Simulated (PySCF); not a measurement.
# RuNH3: relaxation and vibrations of the singlet

The task is one start of a wider search on RuNH3: the singlet, from a see-saw (ligand arrangement 1) start. It is relaxed, tested by its Hessian and followed downhill if it is a saddle.

Program: PySCF 2.14.0. Level of theory: PBE0, basis Ru def2-TZVP with ECP28, N def2-TZVP, H def2-TZVP, scalar-relativistic core potentials, no spin–orbit coupling, density fitting. These are calculated values, not measurements.

## 1. The starting structure

5 atoms, charge 0, spin multiplicity 1.

Bond lengths: Ru1–N2 1.740 Å, Ru1–H3 1.570 Å, Ru1–H4 1.570 Å, Ru1–H5 1.570 Å. Angles: N2–Ru1–H3 86.9°, N2–Ru1–H4 86.9°, N2–Ru1–H5 104.0°, H3–Ru1–H4 170.0°, H3–Ru1–H5 86.9°, H4–Ru1–H5 86.9°.

Z-matrix (Å, degrees; charge 0 multiplicity 1):
```
Ru
N  1 1.7400
H  1 1.5700 2 86.92
H  1 1.5700 2 86.92 3 172.11
H  1 1.5700 2 104.00 3 86.06
```

## 2. Finding the electronic state

The steps below are one call of a driver around PySCF. For each, scf.py gives the equivalent set-up of the SCF; relaxations use the driver's own optimiser. After this first run the driver tries any further starts and a stability analysis.

scf.py reads:

```python
from pyscf import gto, scf, dft
mol = gto.M(atom='''
Ru     0.000000     0.000000     0.000000
N     -1.371100     0.000000     1.071300
H      0.000000     1.564000     0.136800
H     -0.000000    -1.564000     0.136800
H      1.237200     0.000000     0.966600''',
    basis={'Ru': 'def2-TZVP', 'N': 'def2-TZVP', 'H': 'def2-TZVP'},
    ecp={'Ru': 'def2-TZVP'},
    charge=0, spin=0)
mf = dft.RKS(mol, xc='PBE0')
mf.grids.atom_grid = (50, 194)
aux = {'Ru': 'def2-universal-JKFIT', 'N': 'def2-universal-JKFIT', 'H': 'def2-universal-JKFIT'}
mf = mf.density_fit(auxbasis=aux)
mf.conv_tol = 1e-08
mf.diis_space = 10
mf.max_cycle = 60
mf.init_guess = 'minao'
mf.verbose = 4
mf.kernel()
```

Command:

```sh
$ OMP_NUM_THREADS=2 python axn.py task.json out
```

After this run come: See-saw (ligand arrangement 1) start, singlet: relaxation; Hessian and properties.

Before running it: what results should come out? Wanted: minimum; geometry; wavenumbers; dipole moment; highest occupied, lowest empty level; polar-tensor charge of Ru1; zero-point energy; atomisation energy.

As calculated:

| quantity | value |
| --- | --- |
| minimum | singlet, Cs |
| geometry | Ru–H 1.559 Å, Ru–H 1.629 Å (×2), Ru–N 1.571 Å; H–Ru–H 83.2° (×2), H–Ru–H 135.2°, H–Ru–N 95.9°, H–Ru–N 111.9° (×2) |
| wavenumbers (cm⁻¹) | 517 (a''), 633 (a''), 663 (a'), 776 (a'), 819 (a'), 1226 (a'), 1965 (a''), 2018 (a'), 2230 (a') |
| dipole moment | 1.81 D |
| highest occupied, lowest empty level | -7.96, -3.57 eV |
| polar-tensor charge of Ru1 | +0.59 e |
| zero-point energy | 64.9 kJ/mol |
| entropy at 298.15 K | 262.3 J/(mol K) |
| atomisation energy (no zero-point energy) | 1256 kJ/mol |

The molecule stays Cs, as typed, and the end point is a minimum. In the infrared the band at 1965 cm⁻¹ (a'', stretch) leads. Only this shape and spin were tried, so other structures or states may lie lower.
